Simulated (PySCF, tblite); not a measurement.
# C5H12Si2: geometry, infrared bands and NMR shifts

Wanted: the infrared bands and NMR shifts of C5H12Si2 (`C[C@H]1C[SiH2]C=C1[SiH3]`), by calculation.

Computed with tblite 0.8.0 and PySCF 2.14.0, with density-fitted response routines of our own, on a single molecule in the gas phase. Atoms are numbered from 0 throughout.

### Step 1. Starting geometry

19 atoms, charge 0, multiplicity 1; geometry from: force field or distance geometry start.

Bonds of the start (Å): C0–C1 1.52, C1–C2 1.55, C2–Si3 1.91, Si3–C4 1.86, C4–C5 1.35, C5–Si6 1.86, C5–C1 1.54, C0–H7 1.09, C0–H8 1.10, C0–H9 1.08, C1–H10 1.10, C2–H11 1.10, C2–H12 1.11, Si3–H13 1.47, Si3–H14 1.49, C4–H15 1.08, Si6–H16 1.48, Si6–H17 1.48, Si6–H18 1.49.

### Step 2. Optimising the geometry with GFN2-xTB

The job: settings as JSON, then the geometry in Å.

```
{"job": {"kind": "relax", "xc": "GFN2-xTB", "basis": "xTB"}, "charge": 0, "multiplicity": 1}
C     -0.124600     1.885700    -0.313400
C     -0.159300     0.631000     0.551700
C     -1.605900     0.101700     0.732400
Si    -1.814400    -1.339200    -0.511600
C      0.033300    -1.527900    -0.603400
C      0.694200    -0.502500    -0.036400
Si     2.540900    -0.408200     0.117500
H     -0.475000     1.689400    -1.326900
H     -0.775400     2.658900     0.116400
H      0.871000     2.308600    -0.376600
H      0.210500     0.898300     1.557900
H     -1.750500    -0.299400     1.742400
H     -2.374800     0.881900     0.575400
H     -2.386500    -0.902900    -1.798400
H     -2.476500    -2.515700     0.115000
H      0.463300    -2.405700    -1.055000
H      3.147300    -1.732800    -0.164800
H      3.071300     0.584100    -0.836300
H      2.901400     0.004000     1.506400
```

Command:

```bash
$ OMP_NUM_THREADS=1 python probes_run.py task.json out
```

The driver reads the jobs from task.json and runs them one after another.

**Question.** This job is followed by: GFN2-xTB harmonic vibrations, gas phase; GIAO PBE0/pcSseg-1 NMR shielding, non-relativistic, gas phase. What will the session give for the following? strongest single infrared mode (GFN2-xTB); zero-point energy (GFN2-xTB); ¹³C shifts against TMS (PBE0/pcSseg-1); ¹H shifts against TMS (PBE0/pcSseg-1, means over atoms taken as alike); ²⁹Si shifts against TMS (PBE0/pcSseg-1).

**Answer**, as computed:

| quantity | value |
| --- | --- |
| strongest single infrared mode (GFN2-xTB) | 2225 cm⁻¹, 468 km/mol |
| zero-point energy (GFN2-xTB) | 90.8 kcal/mol |
| ¹³C shifts against TMS (PBE0/pcSseg-1) | 179.2, 147.3, 51.0, 26.5, 18.5 ppm |
| ¹H shifts against TMS (PBE0/pcSseg-1, means over atoms taken as alike) | 6.71, 4.77, 4.56, 4.25, 3.20, 1.36, 1.08, 0.72 ppm |
| ²⁹Si shifts against TMS (PBE0/pcSseg-1) | -33.6, -76.5 ppm |

Relaxing lowered the energy by 0.141 eV in 54 steps; the close pair that moved most is C5–Si6, from 1.855 to 1.884 Å. No mode is imaginary among the 51: a minimum at this level. The strongest single mode, at 2225 cm⁻¹, moves mainly H17. GFN2-xTB is a fitted tight-binding method: band positions and strengths are rough. Its intensities can rank the bands wrongly. The most deshielded hydrogen is H15 (hydrogen on an alkene CH), at 6.71 ppm: attached to an sp2 carbon and in the plane of the double bond. At PBE0/pcSseg-1: Shielding is most anisotropic at C5 (span 257 ppm, paramagnetic term -254 ppm).
